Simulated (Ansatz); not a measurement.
# CHGaP (doublet): wave-function methods side by side, cc-pVDZ

The task here is to estimate one member of a computed series from the others.

Method: cc-pVDZ, core rule «outside noble gas», up to 20 orbitals frozen; program: Ansatz 0.2.0, Gaussian basis.

Plan: UHF; CCSD(T) on ROHF; CCSD(T) on UHF; BCCD(T) on ROHF; CISD; CCSDT(Q) on ROHF; CCSDT(Q) on UHF; CASSCF and MRCISD+Q, 9 electrons in 9 orbitals; CASSCF and NEVPT2, 9 electrons in 9 orbitals.

26 further runs of the same task are left out: 1 for a known fault of the program, 14 that didn't finish, 11 set aside as unsound or not needed.

## What is computed

The geometry is a PBE0/def2-TZVP stationary point (not a proven minimum) of the parent state, kept for this charge and spin. No spin-orbit coupling is included. The filled d shell of Ga may be among the frozen orbitals whatever the setting's name suggests; the logs give the count.

4 atoms, charge 0, spin multiplicity 2.

Atoms are counted from 1 here; the program's logs count them from 0.

Bond lengths: Ga1–C2 1.888 Å, Ga1–H4 1.569 Å, C2–P3 1.698 Å. Angles: C2–Ga1–H4 128.7°, Ga1–C2–P3 165.6°.

The first run:

File in.yaml:

```yaml
crystal:
  periodic: [false, false, false]
  atoms:
    - {symbol: Ga, position_ang: [0.000001, -0.343840, 1.074099]}
    - {symbol: C, position_ang: [0.000008, -0.097288, -0.797987]}
    - {symbol: P, position_ang: [-0.000001, -0.300567, -2.483454]}
    - {symbol: H, position_ang: [-0.000008, 0.741696, 2.207342]}
basis:
  gaussian: {orbitals: cc-pVDZ}
magnetization: {spin_polarized: true, initial_magnetization: 1}
hamiltonian: {xc: hf}
output: {orbitals: {seedname: orbitals}}
```

Command:

```console
> ansatz run in.yaml --threads 1 --pin off --events-out ev --progress --plain --max-ram 2393MiB
```

Steps of the session up to this table: UHF; CCSD(T) on ROHF; CCSD(T) on UHF; BCCD(T) on ROHF; CISD; CCSDT(Q) on ROHF; CCSDT(Q) on UHF; CASSCF and MRCISD+Q, 9 electrons in 9 orbitals; CASSCF and NEVPT2, 9 electrons in 9 orbitals.

One table of the session follows, with a row left open; its other results are not shown here.

It belongs to the step «Misses and costs». 

```
           method  from RCCSDT(Q) (meV)
             ROHF               +9429.8
             RMP2               +1079.4
             UMP2               +2125.2
            RCCSD                +631.8
            UCCSD                +596.3
         RCCSD(T)                 +87.8
         UCCSD(T)                 +83.9
          BCCD(T)                 +85.1
           RCCSDT                     ?
           UCCSDT                 +54.7
        RCCSDT(Q)                     0
        UCCSDT(Q)                 -19.9
  CASSCF frontier               +5692.2
  NEVPT2 frontier               +1385.8
  MRCISD frontier                +600.4
MRCISD+Q frontier                 +74.9
```

**Question.** Estimate the row for RCCSDT.

The run gave: from RCCSDT(Q) (meV): +76.5. In the column «from RCCSDT(Q) (meV)» it lies between MRCISD+Q frontier (+74.9) and UCCSD(T) (+83.9).

Not comparable, so not listed: CISD (they don't share determinant, frozen orbitals or solution with the rows shown, or repeat one).

To keep in mind: The determinant is far from a pure spin state, so its energy mixes those of several spin states (harmless only where they are near-degenerate, as at dissociation). Left out of the table: UHF (another determinant or state than the rows shown). Warnings: spin contamination; coupled cluster took another determinant than the lowest. Restricted and unrestricted rows rest on different reference determinants; where their highest levels disagree by more than a few hundredths of an eV, they describe different states and don't form one ladder.
